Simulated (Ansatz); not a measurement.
# H3NOSSi (SMILES N[SiH]1OS1): one structure at several levels

One table from this session's results is given with a row withheld; the runs are named, their logs left out.

Method: single points in def2-TZVPP; program: Ansatz 0.2.0, Gaussian basis.

Correlated methods freeze the cores.

### Starting geometry

SMILES `N[SiH]1OS1`, 7 atoms, charge 0, spin multiplicity 1.

Atoms are counted from 1 here; the program's logs count them from 0.

Bond lengths: N1–Si2 1.794 Å, N1–H5 0.970 Å, N1–H6 0.856 Å, Si2–O3 1.715 Å, Si2–S4 2.079 Å, Si2–H7 1.370 Å, O3–S4 1.738 Å. Angles: Si2–N1–H5 105.8°, Si2–N1–H6 122.6°, H5–N1–H6 112.6°, N1–Si2–O3 112.7°, N1–Si2–S4 118.7°, N1–Si2–H7 117.6°, O3–Si2–S4 53.5°, O3–Si2–H7 122.1°, S4–Si2–H7 116.8°, Si2–O3–S4 74.1°, Si2–S4–O3 52.5°.

Geometry (Å):

```xyz
7

N    -0.2445    1.1708   -0.3548
Si   -0.3267   -0.6006   -0.0864
O     0.1169   -1.0503    1.5078
S     1.4025   -1.6073    0.4793
H     0.4558    1.4945    0.2333
H    -0.2043    1.5178   -1.1368
H    -1.2434   -1.3111   -0.8147
```

The first run:

Contents of run/in.yaml:

```yaml
crystal:
  periodic: [false, false, false]
  atoms:
    - {symbol: N, position_ang: [-0.244500, 1.170800, -0.354800]}
    - {symbol: Si, position_ang: [-0.326700, -0.600600, -0.086400]}
    - {symbol: O, position_ang: [0.116900, -1.050300, 1.507800]}
    - {symbol: S, position_ang: [1.402500, -1.607300, 0.479300]}
    - {symbol: H, position_ang: [0.455800, 1.494500, 0.233300]}
    - {symbol: H, position_ang: [-0.204300, 1.517800, -1.136800]}
    - {symbol: H, position_ang: [-1.243400, -1.311100, -0.814700]}
basis:
  gaussian: {orbitals: def2-TZVPP}
correlation: {method: ccsd_t}
output: {forces: true}
```

The run is started by

```console
$ ansatz run in.yaml --threads 8 --pin off --events-out ev --progress --plain --max-ram 10444MiB
```

Among the steps run: CCSD(T)/def2-TZVPP; PBE0-D4/def2-TZVPP; wB97M-V/def2-TZVPP; r2SCAN-D4/def2-TZVPP; PBE-D4/def2-TZVPP; BLYP-D4/def2-TZVPP; wB97X-V/def2-TZVPP.

One of the session's tables, all rows but one given; the rest of the session is left out.

| method | RMS force component (eV/Å) | angle to CCSD(T) forces (°) | dipole (D) |
| --- | --- | --- | --- |
| CCSD(T) | 3.955 | reference | 3.33 |
| PBE0-D4 | 3.961 | 3.0 | 3.33 |
| wB97M-V | 3.927 | 2.4 | 3.38 |
| r2SCAN-D4 | 3.940 | 1.2 | 3.30 |
| PBE-D4 | 3.986 | 2.6 | 3.20 |
| BLYP-D4 | 3.927 | 3.9 | 3.24 |
| wB97X-V | ? | ? | ? |

Q: Estimate the row for wB97X-V from the others.

**Answer.** RMS force component (eV/Å): 3.989; angle to CCSD(T) forces (°): 3.1; dipole (D): 3.42. In the column «RMS force component (eV/Å)» it is the highest.
